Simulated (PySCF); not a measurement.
# C₆H₁₈GeN₂: magnetic properties

What do calculations give for the magnetic properties of C₆H₁₈GeN₂ (`CCCN(C)[N]([GeH3])CC`)?

Computed with PySCF 2.14.0 and routines of our own; the level stands in each step. Atoms count from 0.

### 1 The starting structure

27 atoms, charge 0, multiplicity 1; geometry from: GFN2-xTB.

### 2 Magnetic properties: GIAO B3LYP/pcSseg-1

The job: settings as JSON, then the geometry in Å.

```
{"job": {"kind": "mag", "xc": "B3LYP", "basis": "pcSseg-1", "isotopologues": 0}, "charge": 0, "multiplicity": 1}
C      3.107640     1.270999    -0.635169
C      1.858339     0.411027    -0.765666
C      1.417787    -0.150991     0.581198
N      0.253377    -1.011583     0.423547
C     -0.061097    -1.745776     1.633823
N     -0.851179    -0.329616    -0.137078
Ge    -1.581357    -1.277755    -1.510249
C     -1.590253     0.571627     0.729206
C     -2.480504     1.482934    -0.096414
H      3.932503     0.692696    -0.223738
H      3.408694     1.654372    -1.607020
H      2.922573     2.116951     0.024126
H      2.043839    -0.424270    -1.443240
H      1.043927     1.002960    -1.185977
H      1.236116     0.674838     1.289454
H      2.215387    -0.773075     0.995943
H     -0.227159    -1.101363     2.508804
H     -0.959411    -2.336385     1.451399
H      0.763811    -2.423529     1.851203
H     -0.474073    -2.149403    -1.978983
H     -2.024404    -0.329017    -2.584381
H     -2.787974    -2.121747    -1.154279
H     -2.209878     0.025468     1.458156
H     -0.873568     1.180199     1.292375
H     -2.964408     2.216235     0.544395
H     -1.889520     2.001858    -0.847482
H     -3.249106     0.898770    -0.601790
```

Method: GIAO B3LYP/pcSseg-1 magnetisability, rotational g tensor and spin-rotation constants, non-relativistic, gas phase.

The run is started by

```
$ OMP_NUM_THREADS=1 python excited_run.py task.json out
```

This one command runs all jobs of the session in turn.

Output:

```text
coarse grid: 93232 points
cycle   1  E = -2425.6153720886  dE =  8.563e-02  |g| = 1.030e+00  |ddm| = 4.568e+00
cycle   2  E = -2425.5590684489  dE =  5.630e-02  |g| = 1.122e+00  |ddm| = 1.397e+00
cycle   3  E = -2425.7251413125  dE = -1.661e-01  |g| = 1.642e-01  |ddm| = 9.154e-01
cycle   4  E = -2425.7295151946  dE = -4.374e-03  |g| = 8.149e-02  |ddm| = 2.114e-01
cycle   5  E = -2425.7308325993  dE = -1.317e-03  |g| = 1.035e-02  |ddm| = 8.099e-02
cycle   6  E = -2425.7308558486  dE = -2.325e-05  |g| = 2.703e-03  |ddm| = 1.381e-02
cycle   7  E = -2425.7308574341  dE = -1.585e-06  |g| = 7.650e-04  |ddm| = 2.876e-03
final grid: 198968 points
cycle   8  E = -2425.7307246654  dE = -1.653e-07  |g| = 8.994e-04  |ddm| = 3.269e-03
cycle   9  E = -2425.7307245490  dE =  1.164e-07  |g| = 1.171e-03  |ddm| = 1.554e-03
cycle  10  E = -2425.7307248491  dE = -3.002e-07  |g| = 8.471e-05  |ddm| = 8.670e-04
cycle  11  E = -2425.7307248506  dE = -1.481e-09  |g| = 2.883e-05  |ddm| = 1.247e-04
cycle  12  E = -2425.7307248508  dE = -1.728e-10  |g| = 5.087e-06  |ddm| = 3.115e-05
converged SCF energy = -2425.7307248508

Magnetisability tensor (1e-30 J/T^2)
    -1917.56       -1.92      -51.64
       -1.92    -1869.51       -3.86
      -51.64       -3.86    -1907.17
isotropic -1898.08   principal values   -1964.44  -1869.61  -1860.20
isotropic susceptibility -114.305 1e-6 cm^3/mol

Inertial axes            a          b          c
rot. const./GHz      1.3206     0.6610     0.6400
chi total          -116.745   -112.606   -113.565
chi diamagnetic   -1112.056  -1998.522  -2032.091
chi paramagnetic    995.312   1885.916   1918.526
quadrupole/D A       -1.626      1.132      0.494
g nuclear            0.6112     0.5807     0.5725
g electronic        -0.6175    -0.5856    -0.5769
g total             -0.0063    -0.0050    -0.0044

Spin-rotation constants (kHz, H = +C I.J)
atom  isotope        aa         bb         cc
  3    14N        0.087      0.055      0.049
  5    14N        0.082      0.052      0.038
  9     1H       -0.075     -0.069     -0.026
 10     1H       -0.145     -0.040     -0.016
 11     1H       -0.136      0.003     -0.066
 12     1H       -0.135      0.012     -0.066
 13     1H       -0.075     -0.066     -0.013
 14     1H       -0.129      0.020     -0.064
 15     1H       -0.072     -0.070     -0.014
 16     1H       -0.127      0.022     -0.068
 17     1H        0.044     -0.077     -0.058
 18     1H       -0.078     -0.054     -0.021
 19     1H       -0.099      0.005     -0.051
 20     1H       -0.111     -0.058      0.024
 21     1H        0.002     -0.053     -0.033
 22     1H       -0.085     -0.048     -0.018
 23     1H        0.022     -0.052     -0.065
 24     1H       -0.152      0.014     -0.067
 25     1H       -0.117     -0.053     -0.019
 26     1H        0.007     -0.061     -0.073
  0    13C*       0.177      0.099      0.094
  1    13C*       0.223      0.102      0.109
  2    13C*       0.248      0.159      0.136
  4    13C*       0.264      0.137      0.105
  6   73Ge*      -0.362     -0.172     -0.200
  7    13C*       0.260      0.105      0.115
  8    13C*       0.204      0.102      0.090
* in the singly substituted isotopologue
```

Wall time 4.3 min (1 thread of Intel Xeon at 2.50GHz, shared host); peak memory 1.4 GiB.

In short:

| quantity | value |
| --- | --- |
| magnetisability | -1898·10⁻³⁰ J/T² |
| molar susceptibility | -114.3·10⁻⁶ cm³/mol |
| rotational g (a, b, c) | -0.0063, -0.0050, -0.0044 |

### 3 Magnetic properties: GIAO KT2/pcSseg-0

The job, as its differences from that of step 2:

```diff
@@ -1,2 +1,2 @@
-{"job": {"kind": "mag", "xc": "B3LYP", "basis": "pcSseg-1", "isotopologues": 0}, "charge": 0, "multiplicity": 1}
+{"job": {"kind": "mag", "xc": "KT2", "basis": "pcSseg-0", "scf": {"conv": 1e-06}}, "charge": 0, "multiplicity": 1}
 C      3.107640     1.270999    -0.635169
```

Level: GIAO KT2/pcSseg-0 magnetisability, rotational g tensor and spin-rotation constants, non-relativistic, gas phase.

Output:

```text
final grid: 198968 points
cycle   1  E = -2437.0917150516  dE = -4.677e-01  |g| = 5.190e-01  |ddm| = 4.899e+00
cycle   2  E = -2436.9968078242  dE =  9.491e-02  |g| = 8.000e-01  |ddm| = 2.046e+00
cycle   3  E = -2437.1660205986  dE = -1.692e-01  |g| = 1.519e-01  |ddm| = 1.387e+00
cycle   4  E = -2437.1712548665  dE = -5.234e-03  |g| = 3.913e-02  |ddm| = 2.675e-01
cycle   5  E = -2437.1716053641  dE = -3.505e-04  |g| = 5.257e-03  |ddm| = 6.281e-02
cycle   6  E = -2437.1716138670  dE = -8.503e-06  |g| = 2.073e-03  |ddm| = 1.366e-02
cycle   7  E = -2437.1716148830  dE = -1.016e-06  |g| = 4.912e-04  |ddm| = 2.831e-03
cycle   8  E = -2437.1716149520  dE = -6.900e-08  |g| = 1.181e-04  |ddm| = 9.794e-04
converged SCF energy = -2437.1716149520

Magnetisability tensor (1e-30 J/T^2)
    -1980.89       -0.31      -65.30
       -0.31    -1931.95       -8.64
      -65.30       -8.64    -1981.95
isotropic -1964.93   principal values   -2047.07  -1933.57  -1914.15
isotropic susceptibility -118.331 1e-6 cm^3/mol

Inertial axes            a          b          c
rot. const./GHz      1.3206     0.6610     0.6400
chi total          -120.986   -116.572   -117.434
chi diamagnetic   -1111.491  -1998.053  -2031.254
chi paramagnetic    990.505   1881.481   1913.820
quadrupole/D A       -1.526      1.395      0.131
g nuclear            0.6112     0.5807     0.5725
g electronic        -0.6145    -0.5842    -0.5755
g total             -0.0033    -0.0036    -0.0030

Spin-rotation constants (kHz, H = +C I.J)
atom  isotope        aa         bb         cc
  3    14N        0.085      0.052      0.048
  5    14N        0.073      0.048      0.035
  9     1H       -0.089     -0.075     -0.031
 10     1H       -0.159     -0.045     -0.021
 11     1H       -0.151     -0.001     -0.072
 12     1H       -0.148      0.006     -0.071
 13     1H       -0.087     -0.070     -0.020
 14     1H       -0.148      0.016     -0.070
 15     1H       -0.089     -0.075     -0.020
 16     1H       -0.140      0.018     -0.077
 17     1H        0.033     -0.081     -0.066
 18     1H       -0.091     -0.059     -0.029
 19     1H       -0.107     -0.002     -0.053
 20     1H       -0.122     -0.063      0.020
 21     1H       -0.012     -0.059     -0.036
 22     1H       -0.100     -0.056     -0.026
 23     1H        0.010     -0.061     -0.071
 24     1H       -0.164      0.008     -0.074
 25     1H       -0.127     -0.058     -0.026
 26     1H       -0.002     -0.068     -0.081
  0    13C*       0.153      0.086      0.082
  1    13C*       0.194      0.091      0.096
  2    13C*       0.218      0.149      0.125
  4    13C*       0.244      0.127      0.094
  6   73Ge*      -0.298     -0.138     -0.172
  7    13C*       0.239      0.089      0.100
  8    13C*       0.182      0.091      0.079
* in the singly substituted isotopologue
```

Wall time 94 s (1 thread of Intel Xeon at 2.50GHz, shared host); peak memory 0.86 GiB.

In short:

| quantity | value |
| --- | --- |
| magnetisability | -1965·10⁻³⁰ J/T² |
| molar susceptibility | -118.3·10⁻⁶ cm³/mol |
| rotational g (a, b, c) | -0.0033, -0.0036, -0.0030 |

### 4 Magnetic properties side by side

| level | ξ (10⁻³⁰ J/T²) | g(a) | g(b) | gap (eV) | functions | time |
| --- | --- | --- | --- | --- | --- | --- |
| GIAO B3LYP/pcSseg-1 | -1898 | -0.0063 | -0.0050 | 6.75 | 267 | 4.3 min |
| GIAO KT2/pcSseg-0 | -1965 | -0.0033 | -0.0036 | 5.03 | 133 | 94 s |

### 5 Results

```
                                            quantity                      value
       magnetisability (step 2, GIAO B3LYP/pcSseg-1)           -1898·10⁻³⁰ J/T²
  molar susceptibility (step 2, GIAO B3LYP/pcSseg-1)        -114.3·10⁻⁶ cm³/mol
rotational g (a, b, c) (step 2, GIAO B3LYP/pcSseg-1)  -0.0063, -0.0050, -0.0044
                     magnetisability over the levels  -1965 to -1898·10⁻³⁰ J/T²
```

What this shows: Steps that list no spin-orbit terms leave them out, which matters at and beside the heavy atoms. The magnetisability spreads by 3.5 % over 2 levels, from GIAO KT2/pcSseg-0 (94 s) to GIAO B3LYP/pcSseg-1 (4.3 min); the runs took 94 s to 4.3 min. Two levels can agree by chance, so this spread shows no convergence. Vibrational averaging and real surroundings are missing from these values.
